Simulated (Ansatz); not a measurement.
What does this script print? It uses Ansatz's Python interface.

The script reads `alh5osisn.xyz`:
```text
9

O    -2.09670   -0.86620    1.16110
Sn   -1.22290   -0.03480   -0.41480
Al    0.87630    1.43690    0.38950
Si    1.22400   -0.66020   -0.63870
H    -1.41140   -1.10360    1.73940
H    -2.16610    0.76840   -1.66150
H     1.55770    2.73300    1.10410
H     1.63210   -1.72490    0.26280
H     1.69540   -0.59490   -1.95880
```

Script `scan_alh5osisn.py`:
```python
import ansatz as az
import numpy as np

molecule = az.Crystal.molecule_from_extxyz('alh5osisn.xyz')

symbols = [site.symbol for site in molecule.cartesian_sites]
start = np.array([site.position_ang for site in molecule.cartesian_sites])
axis = (start[0] - start[1]) / np.linalg.norm(start[0] - start[1])
moving = [0, 4]
lengths, energies = [1.69, 1.83, 1.98, 2.18, 2.48, 2.98, 3.57, 4.37], []
for length in lengths:
    xyz = start.copy()
    xyz[moving] += (length - np.linalg.norm(start[0] - start[1])) * axis
    point = az.Crystal.molecule()
    for symbol, place in zip(symbols, xyz):
        point = point.atom(symbol, place.tolist())
    model = point.calculation()
    model = model.basis(gaussian='def2-SVP').functional('PBE')
    rep = model.run(threads=1, backend='cpu').report
    energies.append(rep['free_energy_ev'])
    print(f'r = {length:6.3f} A  E = {energies[-1]:.5f} eV  <S^2> = {abs(rep["mean_field"]["state"]["spin_squared"]):.3f}')

print('energy above the lowest point (eV):', [round(e - min(energies), 3) for e in energies])
```

Running `python scan_alh5osisn.py` prints:
```text
r =  1.690 A  E = -22414.03971 eV  <S^2> = 0.000
r =  1.830 A  E = -22415.41109 eV  <S^2> = 0.000
r =  1.980 A  E = -22415.90500 eV  <S^2> = 0.000
r =  2.180 A  E = -22415.80368 eV  <S^2> = 0.000
r =  2.480 A  E = -22415.09531 eV  <S^2> = 0.000
r =  2.980 A  E = -22413.90488 eV  <S^2> = 0.000
r =  3.570 A  E = -22413.02577 eV  <S^2> = 0.000
r =  4.370 A  E = -22412.46085 eV  <S^2> = 0.000
energy above the lowest point (eV): [1.865, 0.494, 0.0, 0.101, 0.81, 2.0, 2.879, 3.444]
```

Total energies depend on the basis set; only differences at equal settings carry meaning. The rest of the molecule is held rigid at a force-field or estimated start geometry, and the basis set is modest; single-reference methods fail as a bond breaks. def2 sets replace the cores of elements past krypton by effective core potentials. The orbitals are restricted, so S² is zero by construction. Toward dissociation an unrestricted state can lie under the restricted one, by tenths of an eV for polar bonds under a functional and by 1 to 2 eV or more for others. Timing: 46 s on 1 thread of Arm Neoverse V2, on a shared host, peak memory 0.21 GiB.
